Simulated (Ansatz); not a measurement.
# C3H4BNS (SMILES CB1N=C=CS1) at 6 levels

We compute a comparison of 6 runs (HF/STO-3G, HF/3-21G, PBE0/def2-SVP, PBE/6-311+G**, PBE0/aug-pcseg-1, RPA/cc-pVTZ) of C3H4BNS. 

The results are computed with Ansatz 0.2.0.

## 1. Starting point

C3H4BNS: 10 atoms, total charge 0, spin state singlet. As SMILES, `CB1N=C=CS1`. The shape is that of a PBE0-D4/def2-TZVP optimisation.

Bond lengths: C1–B2 1.559 Å, B2–N3 1.470 Å, N3–C4 1.233 Å, C4–C5 1.312 Å, B2–S6 1.864 Å, C5–S6 1.789 Å, C1–H7 1.094 Å, C1–H8 1.094 Å, C1–H9 1.092 Å, C5–H10 1.071 Å. Some angles: C1–B2–N3 124.9°, C1–B2–S6 123.4°, N3–B2–S6 111.7°, B2–N3–C4 92.5°, N3–C4–C5 152.2°, C4–C5–S6 92.7°, B2–S6–C5 90.9°, B2–C1–H7 110.6°, B2–C1–H8 110.6°, B2–C1–H9 112.2°.

## 2. Energy and forces at HF/STO-3G (run 1)

job.yaml reads:

```yaml
crystal:
  periodic: [false, false, false]
  atoms:
    - {symbol: C, position_ang: [-0.954000, -1.145700, 1.015900]}
    - {symbol: B, position_ang: [-0.094300, -0.248000, 0.075500]}
    - {symbol: "N", position_ang: [0.658100, -0.730200, -1.092200]}
    - {symbol: C, position_ang: [1.074000, 0.399500, -1.357900]}
    - {symbol: C, position_ang: [1.161700, 1.688200, -1.128200]}
    - {symbol: S, position_ang: [0.099600, 1.590800, 0.308600]}
    - {symbol: H, position_ang: [-0.338100, -1.927500, 1.469500]}
    - {symbol: H, position_ang: [-1.742200, -1.650700, 0.450100]}
    - {symbol: H, position_ang: [-1.423300, -0.571900, 1.818100]}
    - {symbol: H, position_ang: [1.641700, 2.544300, -1.556600]}
basis:
  gaussian:
    orbitals: STO-3G
hamiltonian:
  xc: hf
accuracy: high
output: {forces: true, orbitals: {seedname: orbitals}}
```

On the command line:

```sh
$ ansatz run job.yaml --threads 1 --pin off --max-ram 2610MiB --events-out events.jsonl --progress --plain --runs-dir runs
```

Output, shortened:

```text
Warning: RAYON_NUM_THREADS=1 ignored (pool sized by the plan → 1); use --threads N
Functional definition: HF
  name "HF"
[...]
817 factors; integrals over basis functions are off by at most 4.4e-8 eV
[...]
mean field -15938.77181400 eV, -585.7390604769 hartree, gradient 1.9e-8 eV, S^2 0.000000; 0 other end points of the search recorded, 0 dependent functions left out
[...]
reference -15938.77181400 eV, -585.7390604769 hartree; 25, 25 occupied and 13, 13 virtual orbitals, 817 factors
Total energy: -15938.77181400 eV, -585.7390604769 hartree
Atom 0 at    -0.954000    -1.145700     1.015900 Å, force    -0.402249    -0.557366     0.398579 eV/Å
Atom 1 at    -0.094300    -0.248000     0.075500 Å, force     0.391739     0.972521    -0.274273 eV/Å
Atom 2 at     0.658100    -0.730200    -1.092200 Å, force    -1.555283    -2.509265     1.459836 eV/Å
Atom 3 at     1.074000     0.399500    -1.357900 Å, force     2.319993     3.589907    -2.219754 eV/Å
Atom 4 at     1.161700     1.688200    -1.128200 Å, force    -0.333421    -1.142406     0.148822 eV/Å
Atom 5 at     0.099600     1.590800     0.308600 Å, force    -0.526049    -0.364501     0.625301 eV/Å
Atom 6 at    -0.338100    -1.927500     1.469500 Å, force    -0.232445     0.246734    -0.101703 eV/Å
Atom 7 at    -1.742200    -1.650700     0.450100 Å, force     0.222603     0.158335     0.228718 eV/Å
Atom 8 at    -1.423300    -0.571900     1.818100 Å, force     0.139146    -0.225642    -0.252738 eV/Å
Atom 9 at     1.641700     2.544300    -1.556600 Å, force    -0.024034    -0.168318    -0.012787 eV/Å
Dipole moment:     0.092206     0.293168    -0.047305 e Å
```

Run time: 4.8 s. Hardware: 1 thread of Intel Xeon at 2.50GHz (Skylake/Cascade Lake), shared host; peak memory 0.1 GiB.

## 3. Energy and gradient at HF/3-21G (run 2)

input.yaml reads:

```yaml
crystal:
  periodic: [false, false, false]
  atoms:
    - symbol: C
      position_ang: [-0.954000, -1.145700, 1.015900]
    - symbol: B
      position_ang: [-0.094300, -0.248000, 0.075500]
    - symbol: "N"
      position_ang: [0.658100, -0.730200, -1.092200]
    - symbol: C
      position_ang: [1.074000, 0.399500, -1.357900]
    - symbol: C
      position_ang: [1.161700, 1.688200, -1.128200]
    - symbol: S
      position_ang: [0.099600, 1.590800, 0.308600]
    - symbol: H
      position_ang: [-0.338100, -1.927500, 1.469500]
    - symbol: H
      position_ang: [-1.742200, -1.650700, 0.450100]
    - symbol: H
      position_ang: [-1.423300, -0.571900, 1.818100]
    - symbol: H
      position_ang: [1.641700, 2.544300, -1.556600]
basis:
  gaussian: {orbitals: 3-21G.json}
hamiltonian: {xc: hf}
accuracy: high
output: {forces: true, orbitals: {seedname: orbitals}}
```

The basis set 3-21G is read from a file made from the Basis Set Exchange's data (not shown).

On the command line:

```sh
$ ansatz run input.yaml --threads 1 --pin off --max-ram 2610MiB --events-out events.jsonl --progress --plain --runs-dir runs
```

Output, shortened:

```text
Warning: RAYON_NUM_THREADS=1 ignored (pool sized by the plan → 1); use --threads N
[... 2 set-up lines as earlier in the session ...]
[...]
1644 factors; integrals over basis functions are off by at most 1.1e-8 eV
[...]
mean field -16039.59240483 eV, -589.4441488512 hartree, gradient 3.3e-8 eV, S^2 0.000000; 0 other end points of the search recorded, 0 dependent functions left out
[...]
reference -16039.59240483 eV, -589.4441488512 hartree; 25, 25 occupied and 41, 41 virtual orbitals, 1644 factors
Total energy: -16039.59240483 eV, -589.4441488512 hartree
Atom 0 at    -0.954000    -1.145700     1.015900 Å, force    -0.142843    -0.040540     0.182660 eV/Å
Atom 1 at    -0.094300    -0.248000     0.075500 Å, force    -1.177039    -1.706880     1.158156 eV/Å
Atom 2 at     0.658100    -0.730200    -1.092200 Å, force     0.147087     0.723392    -0.006194 eV/Å
Atom 3 at     1.074000     0.399500    -1.357900 Å, force     1.777115     0.587556    -2.288528 eV/Å
Atom 4 at     1.161700     1.688200    -1.128200 Å, force     1.090821    -0.575870    -1.659208 eV/Å
Atom 5 at     0.099600     1.590800     0.308600 Å, force    -1.525057     1.573851     2.528960 eV/Å
Atom 6 at    -0.338100    -1.927500     1.469500 Å, force    -0.120444     0.153150    -0.081409 eV/Å
Atom 7 at    -1.742200    -1.650700     0.450100 Å, force     0.148740     0.101086     0.114046 eV/Å
Atom 8 at    -1.423300    -0.571900     1.818100 Å, force     0.049473    -0.187245    -0.118850 eV/Å
Atom 9 at     1.641700     2.544300    -1.556600 Å, force    -0.247852    -0.628500     0.170367 eV/Å
Dipole moment:     0.115481     0.146976    -0.119114 e Å
```

It took 7.8 s on 1 thread of Intel Xeon at 2.50GHz (Skylake/Cascade Lake), shared host; peak memory 0.18 GiB.

Runs 3 to 5 aren't shown in full; the table further down has their settings and results.

## 4. The energy at RPA/cc-pVTZ (run 6)

run.yaml reads:

```yaml
crystal:
  periodic: [false, false, false]
  atoms:
    - {symbol: C, position_ang: [-0.954000, -1.145700, 1.015900]}
    - {symbol: B, position_ang: [-0.094300, -0.248000, 0.075500]}
    - {symbol: "N", position_ang: [0.658100, -0.730200, -1.092200]}
    - {symbol: C, position_ang: [1.074000, 0.399500, -1.357900]}
    - {symbol: C, position_ang: [1.161700, 1.688200, -1.128200]}
    - {symbol: S, position_ang: [0.099600, 1.590800, 0.308600]}
    - {symbol: H, position_ang: [-0.338100, -1.927500, 1.469500]}
    - {symbol: H, position_ang: [-1.742200, -1.650700, 0.450100]}
    - {symbol: H, position_ang: [-1.423300, -0.571900, 1.818100]}
    - {symbol: H, position_ang: [1.641700, 2.544300, -1.556600]}
basis:
  gaussian:
    orbitals: cc-pVTZ
hamiltonian:
  xc: hf
correlation:
  method: rpa
  frozen_orbitals: {B: 1, C: 1, H: 0, "N": 1, S: 5}
```

On the command line:

```sh
$ ansatz run run.yaml --threads 1 --pin off --max-ram 2610MiB --events-out events.jsonl --progress --plain --runs-dir runs
```

Output:

```text
Warning: RAYON_NUM_THREADS=1 ignored (pool sized by the plan → 1); use --threads N
[... 2 set-up lines as earlier in the session ...]
  exchange = exact_x
  correlation = 0
1389 factors; integrals over basis functions are off by at most 8.0e-4 eV
mean field evaluation 1: about -16121.8986 eV, gradient 3.7e1 eV
mean field evaluation 2: about -16122.3592 eV, gradient 3.8e1 eV
mean field evaluation 4: about -16125.9207 eV, gradient 6.2e0 eV
mean field evaluation 8: about -16126.0387 eV, gradient 4.3e-1 eV
mean field -16126.04001841 eV, -592.6210400542 hartree, gradient 2.4e-6 eV, S^2 0.000000; 0 other end points of the search recorded, 0 dependent functions left out
10 core orbitals not correlated: weight in the atoms' cores, before any rotation towards them, 1.000 or more for the frozen orbitals, at most 0.000 for the correlated occupied ones
reference -16126.04001841 eV, -592.6210400542 hartree; 15, 15 occupied and 215, 215 virtual orbitals, 1389 factors
Total energy: -16155.60888725 eV, -593.7076759414 hartree
```

Run time: 31 s. Hardware: 1 thread of Intel Xeon at 2.50GHz (Skylake/Cascade Lake), shared host; peak memory 0.54 GiB.

## 5. The series

| run | level | task | accuracy | energy (Eh) | dipole moment (D) | HOMO energy (eV) | LUMO energy (eV) | wall time |
| --- | --- | --- | --- | --- | --- | --- | --- | --- |
| 1 | HF/STO-3G | gradient | high | -585.739060 | 1.49 | -6.29 | 5.19 | 4.8 s |
| 2 | HF/3-21G | gradient | high | -589.444149 | 1.06 | -8.91 | 1.45 | 7.8 s |
| 3 | PBE0/def2-SVP | gradient | high | -593.828114 | 1.02 | -6.44 | -2.34 | 35 s |
| 4 | PBE/6-311+G** | gradient | high | -594.109015 | 1.03 | -5.45 | -3.49 | 53 s |
| 5 | PBE0/aug-pcseg-1 | gradient | high | -594.045606 | 1.07 | -6.49 | -2.52 | 78 s |
| 6 | RPA/cc-pVTZ | energy | medium | -593.707676 | – | – | – | 31 s |

## 6. Results

| quantity | value |
| --- | --- |
| run 6: total energy | -593.70768 Eh |
| run 6: RPA correlation energy (valence) | -1086.6 mEh |

Over runs 1, 2, 3, 4, 5 the dipole moment (its size) runs from 1.02 D (PBE0/def2-SVP) to 1.49 D (HF/STO-3G). The two ends differ in method and basis. Over runs 1, 2, 3, 4, 5 the HOMO–LUMO gap runs from 1.96 eV (PBE/6-311+G**) to 11.49 eV (HF/STO-3G). Totals of different functionals can't be ranked against each other. In run 1 the basis is minimal, so the values are rough. All runs together took 3.5 min, the longest 78 s.
